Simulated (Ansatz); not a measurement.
# C2H8ClPSi: the cost of one run

The runs use Ansatz 0.2.0, Gaussian basis; the settings change from run to run.

## Step 1: The geometry

The geometry comes from an earlier relaxation with PBE0-D4 in a triple-zeta def2 set; it is a stationary point, not always the lowest conformer.

SMILES `C[Si](C)(P)Cl`, 13 atoms, charge 0, spin multiplicity 1.

Atoms are counted from 1 here; the program's logs count them from 0.

Bond lengths: C1–Si2 1.862 Å, C1–H6 1.093 Å, C1–H7 1.092 Å, C1–H8 1.094 Å, Si2–C3 1.862 Å, Si2–P4 2.254 Å, Si2–Cl5 2.074 Å, C3–H9 1.093 Å, C3–H10 1.091 Å, C3–H11 1.093 Å, P4–H12 1.424 Å, P4–H13 1.421 Å. Angles: Si2–C1–H6 110.4°, Si2–C1–H7 110.9°, Si2–C1–H8 110.4°, H6–C1–H7 108.4°, H6–C1–H8 108.3°, H7–C1–H8 108.4°, C1–Si2–C3 111.8°, C1–Si2–P4 109.2°, C1–Si2–Cl5 108.2°, C3–Si2–P4 114.3°, C3–Si2–Cl5 107.4°, P4–Si2–Cl5 105.4°, Si2–C3–H9 110.4°, Si2–C3–H10 110.9°, Si2–C3–H11 110.3°, H9–C3–H10 108.4°, H9–C3–H11 108.5°, H10–C3–H11 108.3° and more.

Geometry (Å):

```
C    -1.6961    0.2063   -0.5942
Si    0.0959    0.4525   -0.1538
C     1.1173   -1.0566   -0.5376
P     0.2455    1.1570    1.9822
Cl    0.8364    2.0132   -1.3024
H    -1.7965   -0.0619   -1.6487
H    -2.2698    1.1175   -0.4146
H    -2.1300   -0.5979    0.0068
H     1.0334   -1.3144   -1.5966
H     2.1702   -0.8829   -0.3081
H     0.7721   -1.9082    0.0547
H    -0.0129   -0.1439    2.4998
H     1.6550    0.9845    2.0273
```

## Step 2: PBE0/pcseg-2

Options: D3(BJ) dispersion.

Input file in.yaml:

```yaml
crystal:
  periodic: [false, false, false]
  atoms:
    - {symbol: C, position_ang: [-1.696077, 0.206322, -0.594153]}
    - {symbol: Si, position_ang: [0.095862, 0.452539, -0.153800]}
    - {symbol: C, position_ang: [1.117303, -1.056553, -0.537574]}
    - {symbol: P, position_ang: [0.245454, 1.157007, 1.982192]}
    - {symbol: Cl, position_ang: [0.836389, 2.013184, -1.302435]}
    - {symbol: H, position_ang: [-1.796486, -0.061874, -1.648747]}
    - {symbol: H, position_ang: [-2.269772, 1.117490, -0.414615]}
    - {symbol: H, position_ang: [-2.129962, -0.597884, 0.006816]}
    - {symbol: H, position_ang: [1.033407, -1.314442, -1.596576]}
    - {symbol: H, position_ang: [2.170188, -0.882890, -0.308137]}
    - {symbol: H, position_ang: [0.772084, -1.908193, 0.054734]}
    - {symbol: H, position_ang: [-0.012883, -0.143912, 2.499778]}
    - {symbol: H, position_ang: [1.654993, 0.984506, 2.027318]}
basis:
  gaussian: {orbitals: pcseg-2}
hamiltonian: {xc: {name: PBE0}, dispersion: d3bj}
output: {forces: true}
```

Launch:

```bash
ansatz run in.yaml --threads 4 --pin off --events-out ev --progress --plain --max-ram 10444MiB
```

What time and memory should one allow on 4 threads of Intel Xeon 6975P-C, shared host?

About 3.3 s, with a peak of 0.91 GiB.
